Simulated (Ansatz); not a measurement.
What does this script print? It uses Ansatz 0.2.0, Python API.

Script `ch4bclssi_bde.py`:
```python
import ansatz as az


def total_energy(molecule, charge=0, unpaired=0):
    calc = (
        molecule.calculation()
        .basis(gaussian="6-31G*")
        .functional("pbe0")
    )
    if charge:
        calc = calc.charge(charge)
    if unpaired:
        calc = calc.spin("collinear", total=unpaired)
    return calc.run(threads=1).report["free_energy_ev"]

def without(molecule, index):
    rest = az.Crystal.molecule()
    for i, site in enumerate(molecule.cartesian_sites):
        if i != index:
            rest = rest.atom(site.symbol, site.position_ang)
    return rest


def main() -> None:
    geometry_ang = [
        ("S", (0.3148, 0.9368, -2.3844)),
        ("B", (0.1194, 0.0854, -0.7487)),
        ("C", (0.7161, -0.7551, 0.4121)),
        ("Si", (-0.8732, -0.4762, 0.8893)),
        ("Cl", (-1.3301, 1.228, 2.0018)),
        ("H", (0.6357, 2.2001, -1.7671)),
        ("H", (1.0222, -1.7952, 0.1357)),
        ("H", (1.5339, -0.1751, 1.0149)),
        ("H", (-2.0502, -1.2952, 0.4295)),
    ]
    geometry = az.Crystal.molecule()
    for symbol, xyz in geometry_ang:
        geometry = geometry.atom(symbol, xyz)

    whole = total_energy(geometry, 0)
    hydrogen = total_energy(az.Crystal.molecule().atom("H", (0, 0, 0)), 0, 1)
    print(f"E(molecule) = {whole:.5f} eV, E(H) = {hydrogen:.5f} eV")
    for index in [5, 7, 8]:
        radical = total_energy(without(geometry, index), 0, 1)
        print(f"H{index}: homolysis {96.485332 * (radical + hydrogen - whole):.1f} kJ/mol")


if __name__ == "__main__":
    main()
```

```console
$ python ch4bclssi_bde.py
E(molecule) = -32997.57755 eV, E(H) = -13.58146 eV
H5: homolysis 189.1 kJ/mol
H7: homolysis 284.9 kJ/mol
H8: homolysis 298.9 kJ/mol
```

What to keep in mind:
- Total energies depend on the basis set; only differences at equal settings carry meaning.
- The geometry is a force-field or estimated start, not a minimum of this method, and the basis set is short of its limit. All parts are taken at fixed geometry, without zero-point energy.
- The expectation value of S² is noticeably off S(S+1) in at least one run, so that state is spin-contaminated.
- It ran for 18 s on 1 thread of Intel(R) Xeon(R) Platinum 8488C (Sapphire Rapids), with other jobs on the host, peak memory 0.33 GiB.

(Lines on the test bed's own set-up are left out of the output.)
